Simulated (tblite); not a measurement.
# C7H14BNO: the cost of one run

The runs use tblite 0.8.0 and PySCF 2.14.0, with density-fitted response routines of our own; the level of theory stands in each step. All values are computed, except where a source is named. Atoms are numbered from 0 throughout.

### 1 Starting geometry

24 atoms, charge 0, multiplicity 1; geometry from: force field or distance geometry start.

Bonds of the start (Å): C0–C1 1.21, C1–B2 1.55, B2–O3 1.47, B2–N4 1.49, N4–C5 1.45, N4–C6 1.41, C6–C7 1.49, C7–C8 1.52, C8–C9 1.53, C9–C6 1.51, C0–H10 1.07, B2–H11 1.19, O3–H12 0.97, N4–H13 1.04, C5–H14 1.13, C5–H15 1.11, C5–H16 1.11, C6–H17 1.12, C7–H18 1.12, C7–H19 1.10, C8–H20 1.10, C8–H21 1.11, C9–H22 1.10, C9–H23 1.09.

### 2 Geometry optimisation with GFN2-xTB

What the job is given:

```
{"job": {"kind": "relax", "xc": "GFN2-xTB", "basis": "xTB"}, "charge": 0, "multiplicity": 1}
C     -3.741500    -1.038000     0.548700
C     -2.705100    -0.729200    -0.002100
B     -1.351500    -0.378500    -0.668300
O     -1.580400     0.581600    -1.755400
N     -0.390800     0.033600     0.396700
C     -0.506200    -0.903400     1.491800
C      0.967100     0.173000     0.043900
C      1.440900    -0.073900    -1.347600
C      2.600900     0.828800    -0.961600
C      1.527300     1.565400    -0.157500
H     -4.659700    -1.308000     1.033400
H     -0.939100    -1.369800    -1.177600
H     -1.775300     0.073800    -2.555300
H     -0.710600     0.957000     0.763300
H      0.191400    -0.554500     2.311200
H     -0.181200    -1.913900     1.184300
H     -1.544700    -0.914200     1.883900
H      1.626200    -0.373500     0.761600
H      0.893500     0.481400    -2.151100
H      1.719500    -1.109800    -1.587800
H      2.992900     1.458200    -1.772800
H      3.348600     0.311600    -0.333100
H      0.879500     2.142700    -0.839500
H      1.886500     2.079400     0.731900
```

Started as:

```sh
$ OMP_NUM_THREADS=1 python probes_run.py task.json out
```

One launch serves the whole session: the jobs run in the order shown.

**Question.** How long does this first job take on 1 thread of Arm Neoverse N1, shared host, and how much memory does it need?

About 2.7 s, with a peak of 0.18 GiB.
